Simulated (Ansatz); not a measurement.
# GdO: the cost of one run

Computed with Ansatz 0.2.0 (DFT LDA without U, plane waves, PAW, no spin–orbit coupling unless a run says so, unless a step's input says otherwise).

1 further run of the same task is left out (it didn't finish).

### Step 1. Starting point

The structure is cubic, space group F-43m (No. 216). Conventional cell: a = 5.400 Å, b = 5.400 Å, c = 5.400 Å, α = 90.00°, β = 90.00°, γ = 90.00°. Around Gd (site symmetry -43m) lie 4 O at 2.34 Å. O (site symmetry -43m) is surrounded by 4 Gd at 2.34 Å.

Structure file:

```cif
data_structure
_symmetry_space_group_name_H-M 'P 1'
_symmetry_Int_Tables_number 1
_cell_length_a 3.8184
_cell_length_b 6.6136
_cell_length_c 7.6368
_cell_angle_alpha 30.000
_cell_angle_beta 60.000
_cell_angle_gamma 54.736
_cell_volume 78.73
loop_
_atom_site_label
_atom_site_type_symbol
_atom_site_fract_x
_atom_site_fract_y
_atom_site_fract_z
_atom_site_occupancy
Gd1 Gd 0.00000 0.00000 0.00000 1
O1 O 0.25000 0.25000 0.00000 1
Gd2 Gd 0.00000 0.00000 0.50000 1
O2 O 0.25000 0.25000 0.50000 1
```

An earlier series on this cell reached its lowest free state from «antiferromagnetic start, free», perhaps among other starts.

### Step 2. Total moment held at first, then free, 7.00 μB per cell

Contents of input.yaml:

```yaml
crystal:
  lattice:
    - [0.0, 2.7, 2.7]
    - [5.4, 2.7, 2.7]
    - [5.4, 5.4, 0.0]
  atoms:
    - { symbol: Gd, position: [0.0, 0.0, 0.0], spin: 3.5 }
    - { symbol: O, position: [0.25, 0.25, 0.0] }
    - { symbol: Gd, position: [0.0, 0.0, 0.5], spin: 3.5 }
    - { symbol: O, position: [0.25, 0.25, 0.5] }
basis:
  ecutwfc: 420
  ecutrho_ratio: 4
kpoints:
  mp_grid: { grid: [6, 6, 6] }
hamiltonian:
  xc: lda
scf:
  occupations: { method: gaussian, width: 0.05 }
  lower_state_search: "off"
  max_iter: 150
output:
  forces: true
  stress: true
  eigenvalues: true
  populations: true
  hubbard: { sites: [{ site: 0, l: f }, { site: 2, l: f }] }
magnetization:
  spin_polarized: true
  initial_magnetization: 7.0
  spin_locking: { lock_magnetization: soft, n_iters: 12 }
```

The lock is temporary (n_iters 12) and is released on the way.

The run is started by

```sh
$ ansatz run input.yaml --threads 4 --pin off --max-ram 6144MiB --backend cpu --events-out ev --progress --plain --runs-dir out
```

What time and memory should one allow on 4 threads of AMD EPYC (Zen 3), shared host?

About 72 s, with a peak of 0.49 GiB.
